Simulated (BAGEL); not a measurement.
# GeH2BrF (SMILES [F][GeH2][Br]): levels of theory compared

Aim: a comparison of 4 runs (B3LYP/6-31G*, B3LYP/aug-cc-pVDZ, PBE0/aug-cc-pVDZ, RI-MP2/aug-cc-pVDZ) of GeH2BrF. 

The calculation is run with BAGEL 1.2.2.

24 further runs of the same task are left out: 24 set aside as unsound or not needed.

## Step 1: The molecule

GeH2BrF: 5 atoms, total charge 0, spin state singlet. SMILES: `[F][GeH2][Br]`. Geometry: relaxed at PBE0-D4/def2-TZVP.

Bond lengths: F1–Ge2 1.731 Å, Ge2–Br3 2.286 Å, Ge2–H4 1.529 Å, Ge2–H5 1.529 Å. Angles: F1–Ge2–Br3 106.7°, F1–Ge2–H4 106.9°, F1–Ge2–H5 106.9°, Br3–Ge2–H4 109.4°, Br3–Ge2–H5 109.4°, H4–Ge2–H5 117.0°.

## Step 2: The energy at B3LYP/6-31G(d) (density fitting with qzvpp-jkfit, spherical functions) (run 1)

File job.json:

```json
{ "bagel" : [

{
  "title" : "molecule",
  "basis" : "6-31gs.json",
  "df_basis" : "qzvpp-jkfit",
  "angstrom" : true,
  "geometry" : [
    { "atom" : "F", "xyz" : [   -1.404200,   -0.636400,    0.708300 ] },
    { "atom" : "Ge", "xyz" : [   -0.067600,    0.121600,   -0.088700 ] },
    { "atom" : "Br", "xyz" : [    1.786000,   -1.117800,    0.415200 ] },
    { "atom" : "H", "xyz" : [    0.076200,    1.519100,    0.514700 ] },
    { "atom" : "H", "xyz" : [   -0.340400,    0.039900,   -1.590900 ] }
  ]
},
{ "title" : "ks", "xc_func" : "b3lyp" },
{ "title" : "print", "file" : "orbitals.molden", "orbitals" : true }

]}
```

The basis set 6-31G* is read from a file made from the Basis Set Exchange's data (not shown).

Run with:

```
$ BAGEL_NUM_THREADS=1 BAGEL job.json > job.out
```

Log:

```text
* using 1 threads per process

  ===============================================================
  ===============================================================

  *** Geometry ***

  { "atom" : "F", "xyz" : [     -2.653553,     -1.202622,      1.338493 ] },
  { "atom" : "Ge", "xyz" : [     -0.127745,      0.229791,     -0.167619 ] },
  { "atom" : "Br", "xyz" : [      3.375051,     -2.112336,      0.784614 ] },
  { "atom" : "H", "xyz" : [      0.143997,      2.870683,      0.972642 ] },
  { "atom" : "H", "xyz" : [     -0.643263,      0.075400,     -3.006365 ] },

  Number of auxiliary basis functions:      645

  Since a DF basis is specified, we compute 2- and 3-index integrals:
    o Being stored without compression. Storage requirement is 0.035 GB

  Number of basis functions:       82
  Number of electrons      :       78

    * METHOD: MOLECULE                             0.53

  *** Kohn-Sham DFT ***

    * Removing 7683 points whose weight is below 1.00e-10
    * Grid points: 66847

  === Nuclear Repulsion ===
   436.5286569406

       - DIIS with orbital gradients will be used.

  === KS iteration (b3lyp / 6-31gs.json) ===
      0      -4611.47272252          0.15019336           0.45
      1      -4227.68124032          0.49487017           0.43
      2      -4611.71452683          0.20491839           0.42
      3      -4579.08579093          0.24243730           0.43
      4      -4748.89517708          0.09859336           0.43
      5      -4737.80310433          0.13908633           0.43
      6      -4747.02351981          0.10813110           0.43
      7      -4745.65273822          0.08901935           0.42
      8      -4734.49207268          0.12383010           0.42
      9      -4751.42383663          0.02243472           0.42
     10      -4751.58952507          0.01938412           0.43
     11      -4751.74387587          0.00116475           0.42
     12      -4751.74459864          0.00052309           0.42
     13      -4751.74472350          0.00024061           0.42
     14      -4751.74475406          0.00002921           0.44
     15      -4751.74475448          0.00001059           0.43
     16      -4751.74475454          0.00000316           0.43
     17      -4751.74475455          0.00000060           0.42
     18      -4751.74475455          0.00000022           0.41
     19      -4751.74475455          0.00000010           0.42
     20      -4751.74475455          0.00000001           0.43
     21      -4751.74475455          0.00000001           0.43
     22      -4751.74475455          0.00000000           0.41
    * SCF iteration converged.

    * Permanent dipole moment:
           (   -0.053590,    -0.714338,     0.512468) a.u.

    * METHOD: KS                                  10.03

    * METHOD: PRINT                                0.02

  ===============================================================
```

Wall time 11 s (1 thread of Arm Neoverse V1, shared host); peak memory 0.34 GiB.

## Step 3: The energy at B3LYP/aug-cc-pVDZ (density fitting with qzvpp-jkfit) (run 2)

File calc.json:

```json
{ "bagel" : [

{
  "title" : "molecule",
  "basis" : "aug-cc-pvdz.json",
  "df_basis" : "qzvpp-jkfit",
  "angstrom" : "true",
  "geometry" : [
    { "atom" : "F", "xyz" : [      -1.404200,      -0.636400,       0.708300 ] },
    { "atom" : "Ge", "xyz" : [      -0.067600,       0.121600,      -0.088700 ] },
    { "atom" : "Br", "xyz" : [       1.786000,      -1.117800,       0.415200 ] },
    { "atom" : "H", "xyz" : [       0.076200,       1.519100,       0.514700 ] },
    { "atom" : "H", "xyz" : [      -0.340400,       0.039900,      -1.590900 ] }
  ]
},

{
  "title" : "ks",
  "xc_func" : "b3lyp"
},

{
  "title" : "print",
  "file" : "orbitals.molden",
  "orbitals" : "true"
}

]}
```

The basis set aug-cc-pVDZ is read from a file made from the Basis Set Exchange's data (not shown).

Run with:

```
$ BAGEL_NUM_THREADS=1 BAGEL calc.json > calc.out
```

Log:

```text
* using 1 threads per process

  ===============================================================
  ===============================================================

  *** Geometry ***

  { "atom" : "F", "xyz" : [     -2.653553,     -1.202622,      1.338493 ] },
  { "atom" : "Ge", "xyz" : [     -0.127745,      0.229791,     -0.167619 ] },
  { "atom" : "Br", "xyz" : [      3.375051,     -2.112336,      0.784614 ] },
  { "atom" : "H", "xyz" : [      0.143997,      2.870683,      0.972642 ] },
  { "atom" : "H", "xyz" : [     -0.643263,      0.075400,     -3.006365 ] },

  Number of auxiliary basis functions:      645

  Since a DF basis is specified, we compute 2- and 3-index integrals:
    o Being stored without compression. Storage requirement is 0.066 GB

  Number of basis functions:      113
  Number of electrons      :       78

    * METHOD: MOLECULE                             0.58

  *** Kohn-Sham DFT ***

    * Removing 7683 points whose weight is below 1.00e-10
    * Grid points: 66847

  === Nuclear Repulsion ===
   436.5286569406

       - DIIS with orbital gradients will be used.

  === KS iteration (b3lyp / aug-cc-pvdz.json) ===
      0      -4722.69113133          0.06933392           0.58
      1      -4456.33571781          0.28812129           0.57
      2      -4689.44910802          0.06289898           0.54
      3      -4524.53112937          0.25327577           0.55
      4      -4527.77184919          0.25137710           0.59
      5      -4526.10325116          0.25164655           0.58
      6      -4528.91919831          0.25251771           0.56
      7      -4523.53676968          0.24821164           0.55
      8      -4573.07303223          0.11807121           0.57
      9      -4579.00264644          0.14397230           0.58
     10      -4736.19653214          0.08835482           0.57
     11      -4750.62632181          0.03101182           0.57
     12      -4747.98638206          0.06364119           0.58
     13      -4752.09493296          0.01382692           0.58
     14      -4752.18429839          0.01170626           0.60
     15      -4752.29859330          0.00294664           0.58
     16      -4752.30564241          0.00067814           0.56
     17      -4752.30610257          0.00022770           0.57
     18      -4752.30614535          0.00003409           0.58
     19      -4752.30614599          0.00001905           0.60
     20      -4752.30614635          0.00000197           0.59
     21      -4752.30614635          0.00000047           0.58
     22      -4752.30614635          0.00000006           0.58
     23      -4752.30614635          0.00000002           0.60
     24      -4752.30614635          0.00000001           0.60
    * SCF iteration converged.

    * Permanent dipole moment:
           (   -0.149751,    -0.686590,     0.511999) a.u.

    * METHOD: KS                                  14.80

    * METHOD: PRINT                                0.03

  ===============================================================
```

Wall time 16 s (1 thread of Arm Neoverse V1, shared host); peak memory 0.44 GiB.

Run 3 isn't shown in full; the table further down has it.

## Step 4: The energy at RI-MP2/aug-cc-pVDZ (density fitting with qzvpp-jkfit) (run 4)

File input.json:

```json
{ "bagel" : [

{
  "title" : "molecule",
  "basis" : "aug-cc-pvdz.json",
  "df_basis" : "qzvpp-jkfit",
  "angstrom" : true,
  "geometry" : [
    { "atom" : "F", "xyz" : [      -1.404200,      -0.636400,       0.708300 ] },
    { "atom" : "Ge", "xyz" : [      -0.067600,       0.121600,      -0.088700 ] },
    { "atom" : "Br", "xyz" : [       1.786000,      -1.117800,       0.415200 ] },
    { "atom" : "H", "xyz" : [       0.076200,       1.519100,       0.514700 ] },
    { "atom" : "H", "xyz" : [      -0.340400,       0.039900,      -1.590900 ] }
  ]
},

{ "title" : "hf" },

{ "title" : "mp2", "ncore" : 19 }

]}
```

The basis set aug-cc-pVDZ is read from a file made from the Basis Set Exchange's data (not shown).

Run with:

```
$ BAGEL_NUM_THREADS=1 BAGEL input.json > input.out
```

Log:

```text
* using 1 threads per process

  ===============================================================
  ===============================================================

  *** Geometry ***

  { "atom" : "F", "xyz" : [     -2.653553,     -1.202622,      1.338493 ] },
  { "atom" : "Ge", "xyz" : [     -0.127745,      0.229791,     -0.167619 ] },
  { "atom" : "Br", "xyz" : [      3.375051,     -2.112336,      0.784614 ] },
  { "atom" : "H", "xyz" : [      0.143997,      2.870683,      0.972642 ] },
  { "atom" : "H", "xyz" : [     -0.643263,      0.075400,     -3.006365 ] },

  Number of auxiliary basis functions:      645

  Since a DF basis is specified, we compute 2- and 3-index integrals:
    o Being stored without compression. Storage requirement is 0.066 GB

  Number of basis functions:      113
  Number of electrons      :       78

    * METHOD: MOLECULE                             0.58

  *** RHF ***

  === Nuclear Repulsion ===
   436.5286569406

      * DIIS with orbital gradients will be used.

  === RHF iteration (aug-cc-pvdz.json) ===
      0      -4748.21349021          0.01374383           0.26
      1      -4748.32241842          0.01069748           0.24
      2      -4748.41802183          0.00106068           0.24
      3      -4748.41919578          0.00034578           0.26
      4      -4748.41932997          0.00007187           0.23
      5      -4748.41933771          0.00002095           0.24
      6      -4748.41933852          0.00000457           0.24
      7      -4748.41933856          0.00000106           0.25
      8      -4748.41933856          0.00000046           0.25
      9      -4748.41933856          0.00000012           0.25
     10      -4748.41933856          0.00000004           0.25
     11      -4748.41933856          0.00000002           0.25
     12      -4748.41933856          0.00000001           0.24
    * SCF iteration converged.

    * Permanent dipole moment:
           (   -0.145266,    -0.773290,     0.572020) a.u.

    * METHOD: HF                                   3.71

  *** RHF ***

  === Nuclear Repulsion ===
   436.5286569406

      * DIIS with orbital gradients will be used.

  === RHF iteration (aug-cc-pvdz.json) ===
      0      -4748.41933856          0.00000000           0.24
    * SCF iteration converged.

    * Permanent dipole moment:
           (   -0.145266,    -0.773290,     0.572020) a.u.

  === DF-MP2 calculation ===

    * freezing 19 orbitals
    * 3-index integral transformation done
    * assembly done

      MP2 correlation energy:   -0.4688910519      0.16

      MP2 total energy:       -4748.8882296097

    * METHOD: MP2                                  0.66

  ===============================================================
```

Wall time 5.1 s (1 thread of Arm Neoverse V1, shared host); peak memory 0.23 GiB.

## Step 5: The series

| run | level | frozen core orbitals | energy (Eh) | dipole moment (D) | HOMO energy (eV) | LUMO energy (eV) | wall time |
| --- | --- | --- | --- | --- | --- | --- | --- |
| 1 | B3LYP/6-31G* (density fitting with qzvpp-jkfit, spherical functions) | – | -4751.744755 | 2.24 | -8.26 | -0.80 | 11 s |
| 2 | B3LYP/aug-cc-pVDZ (density fitting with qzvpp-jkfit) | – | -4752.306146 | 2.21 | -8.42 | -1.28 | 16 s |
| 3 | PBE0/aug-cc-pVDZ (density fitting with qzvpp-jkfit) | – | -4751.576770 | 2.22 | -8.69 | -0.98 | 16 s |
| 4 | RI-MP2/aug-cc-pVDZ (density fitting with qzvpp-jkfit) | 19 | -4748.888230 | – | – | – | 5.1 s |

## Step 6: Summary of results

```
                                           quantity           value
                                run 4: total energy  -4748.88823 Eh
run 4: correlation energy (19 core orbitals frozen)      -468.9 mEh
```

In words: Over runs 1, 2, 3 the dipole moment (its size) runs from 2.21 D (B3LYP/aug-cc-pVDZ) to 2.24 D (B3LYP/6-31G*). Over runs 1, 2, 3 the HOMO–LUMO gap runs from 7.14 eV (B3LYP/aug-cc-pVDZ) to 7.71 eV (PBE0/aug-cc-pVDZ). Totals of different functionals can't be ranked against each other. All runs together took 47 s, the longest 16 s.
